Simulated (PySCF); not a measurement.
# (Cl3Sn)2Se: geometry, NMR shifts and electronic excitations

What NMR shifts and electronic excitations should (Cl3Sn)2Se show?

Programs: PySCF 2.14.0, with density-fitted response routines of our own. Each step states its level of theory. These are calculated values for one molecule in the gas phase, unless marked as measured. Atoms count from 0, in the outputs and in this text.

### Step 1. Starting geometry

9 atoms, charge 0, multiplicity 1; geometry from: GFN2-xTB. The atoms were then displaced at random by about 0.03 Å, so the start is not that level's minimum.

Bonds of the start (Å): Sn0–Cl1 2.42, Sn0–Cl2 2.26, Sn0–Cl3 2.40, Sn0–Se4 2.60, Se4–Sn5 2.58, Sn5–Cl6 2.30, Sn5–Cl7 2.37, Sn5–Cl8 2.27.

### Step 2. Relaxing the molecule at PBE0-D3(BJ)/def2-SVP

Job settings and geometry (Å):

```
{"job": {"xc": "PBE0", "basis": "def2-SVP", "d3": "d3bj", "grid": 1, "maxiter": 40, "shake": 0.03, "kind": "geom"}, "charge": 0, "multiplicity": 1}
Sn    -0.372630     1.874490     0.410850
Cl    -2.388770     3.207080     0.404130
Cl    -0.461580     0.691070     2.336060
Cl     1.463210     3.418730     0.458440
Se    -0.360250     0.402550    -1.736760
Sn     0.358570    -1.852150    -0.704520
Cl    -1.267260    -2.833010     0.599740
Cl     2.334750    -1.665030     0.584560
Cl     0.826710    -3.313180    -2.378170
```

Run with:

```sh
$ OMP_NUM_THREADS=1 python probes_run.py task.json out
```

The driver reads the jobs from task.json and runs them one after another.

**Question.** This job is followed by: GIAO PBE0/pcSseg-1 Sn:def2-TZVP NMR shielding, non-relativistic, gas phase; TDDFT CAM-B3LYP/def2-SVPD, vertical, gas phase, core orbitals frozen in the response; GIAO KT2/pcSseg-1 Sn:def2-TZVP NMR shielding, non-relativistic, gas phase. Predict these results of the whole session: point group; rotational constants (main isotopes); ³⁵Cl shifts against HCl (PBE0/def2-TZVP+pcSseg-1, means over atoms taken as alike); ⁷⁷Se shifts against Me2Se (PBE0/def2-TZVP+pcSseg-1); surface potential, 1st and 99th percentile; lowest singlet (CAM-B3LYP/def2-SVPD); brightest single state of those computed; lowest triplet; vertical ionisation energy (ΔSCF); vertical electron affinity (ΔSCF); range of the shift of Se4.

As calculated:

| quantity | value |
| --- | --- |
| point group | C1 |
| rotational constants (main isotopes) | 0.47, 0.18, 0.17 GHz |
| ³⁵Cl shifts against HCl (PBE0/def2-TZVP+pcSseg-1, means over atoms taken as alike) | 200 ppm |
| ⁷⁷Se shifts against Me2Se (PBE0/def2-TZVP+pcSseg-1) | 196 ppm |
| surface potential, 1st and 99th percentile | -0.20 V and 1.85 V |
| lowest singlet (CAM-B3LYP/def2-SVPD) | 3.90 eV (318 nm), f = 0.009 |
| brightest single state of those computed | state 5, 5.20 eV, f = 0.307 |
| lowest triplet | 3.46 eV |
| vertical ionisation energy (ΔSCF) | 10.30 eV |
| vertical electron affinity (ΔSCF) | 2.32 eV |
| range of the shift of Se4 | 196 to 351 ppm |

The start was shaken at random, so part of the energy gained undoes that. Over 17 steps the energy fell by 0.293 eV; of the close pairs, Sn0–Cl1 changed most, 2.417 to 2.320 Å. At PBE0/def2-TZVP+pcSseg-1: The widest tensor belongs to Cl1, Cl2, Cl3, Cl6, Cl7, Cl8: span 395 ppm, with a paramagnetic part of -404 ppm. At PBE0/def2-TZVP+pcSseg-1, counted by nearest atom on the grid, the HOMO lies on Se4 84 %, the LUMO on Se4 21 %; Sn0, Sn5 about 17 % each. The lowest singlet, at 3.90 eV, is HOMO→LUMO 0.67, HOMO→LUMO+1 0.29 and is weak; of the 10 states computed, the strongest absorption comes from state 5 at 5.20 eV. The lowest triplet lies 0.44 eV below the lowest singlet (triplets in Tamm-Dancoff, singlets in full TDDFT). Spin-orbit coupling, left out, mixes singlets and triplets in elements this heavy. ΔSCF puts the ionisation energy at 10.30 eV, 0.42 eV above −ε(HOMO). Across the 2 runs the shift of Se4 moves most, between 196 (PBE0/def2-TZVP+pcSseg-1) and 351 ppm (KT2/def2-TZVP+pcSseg-1). Spin-orbit coupling is left out, which matters for shieldings and couplings at and beside the heavy atoms.
